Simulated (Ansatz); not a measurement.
# LiGa3, space group Pm-3m: an equation of state with a fit

Program: Ansatz 0.2.0, Python API.

Notebook, run cell by cell (the value of a cell's last expression is shown):

```python
from dataclasses import dataclass

import ansatz as az
import numpy as np
from scipy.optimize import curve_fit


@dataclass
class Settings:
    functional: str = "r2SCAN"
    smearing: str = "cold"
    sigma: float = 0.1
    kgrid: tuple[int, ...] = (6, 6, 6)
```

```python
cfg = Settings()

vectors0 = np.array([
    [4.071548, 0.0, 0.0],
    [0.0, 4.071548, 0.0],
    [0.0, 0.0, 4.071548],
])
sites = [
    ("Li", (0.0, 0.0, 0.0)),
    ("Ga", (0.5, 0.0, 0.5)),
    ("Ga", (0.0, 0.5, 0.5)),
    ("Ga", (0.5, 0.5, 0.0)),
]
```

```python
def crystal_on(cell):
    crystal = az.Crystal(lattice=az.Lattice.of(cell))
    for symbol, position in sites:
        crystal = crystal.atom(symbol, position)
    return crystal
```

```python
def vinet(v, e0, v0, b0, b1):
    eta = (v / v0) ** (1 / 3)
    return e0 + 2 * b0 * v0 / (b1 - 1) ** 2 * (2 - (5 + 3 * b1 * (eta - 1) - 3 * eta) * np.exp(-1.5 * (b1 - 1) * (eta - 1)))

# uniform scaling of the cell
volumes, energies = [], []
for scale in np.linspace(0.88, 1.12, 7):
    cell = vectors0 * scale ** (1 / 3)
    calc = (
        crystal_on(cell).calculation()
        .basis(45 * az.Ry)
        .functional(cfg.functional)
        .occupations(cfg.smearing, width=cfg.sigma)
        .kpoints(*cfg.kgrid)
    )
    summary = calc.run(threads=1).report
    volumes.append(abs(np.linalg.det(cell)) / len(sites))
    energies.append(summary["free_energy_ev"] / len(sites))
    print(f"V = {volumes[-1]:8.4f} A^3/atom  F = {energies[-1]:.5f} eV/atom")
```

    V =  14.8491 A^3/atom  F = -2894.08761 eV/atom
    V =  15.5241 A^3/atom  F = -2894.10406 eV/atom
    V =  16.1991 A^3/atom  F = -2894.10976 eV/atom
    V =  16.8740 A^3/atom  F = -2894.10534 eV/atom
    V =  17.5490 A^3/atom  F = -2894.09299 eV/atom
    V =  18.2239 A^3/atom  F = -2894.07502 eV/atom
    V =  18.8989 A^3/atom  F = -2894.05358 eV/atom

```python
guess = (min(energies), volumes[int(np.argmin(energies))], 0.5, 4.5)
(e0, v0, b0, b1), _ = curve_fit(vinet, np.array(volumes), np.array(energies), p0=guess, maxfev=20000)
print(f"Vinet fit: V0 = {v0:.4f} A^3/atom, B0 = {160.21766 * b0:.1f} GPa, B1 = {b1:.2f}")
print("largest residual", round(1000 * float(np.abs(vinet(np.array(volumes), e0, v0, b0, b1) - energies).max()), 3), "meV/atom")
```

    Vinet fit: V0 = 16.1869 A^3/atom, B0 = 54.0 GPa, B1 = 4.94
    largest residual 0.489 meV/atom

A third-order Birch-Murnaghan fit through the 7 points (the script's own form differs a little) has its minimum at 16.19 Å³ an atom, 4.1 % below the typed cell, with a bulk modulus of 54 GPa. From that minimum the energy rises by 21.9 meV an atom on the compressed side and 55.9 meV on the expanded side.

Absolute energies stand on the zero of these potentials, so only differences at equal settings mean something. The mesh is modest for a metal, so energies can be off by several to tens of meV an atom and pressures by half a GPa or more; differences at equal mesh fare better. This cell is a computed structure, which may not be the phase found in nature. Finished in 35 s on 1 thread of Intel(R) Xeon(R) Processor @ 2.30GHz, on a shared host, peak memory 0.75 GiB.
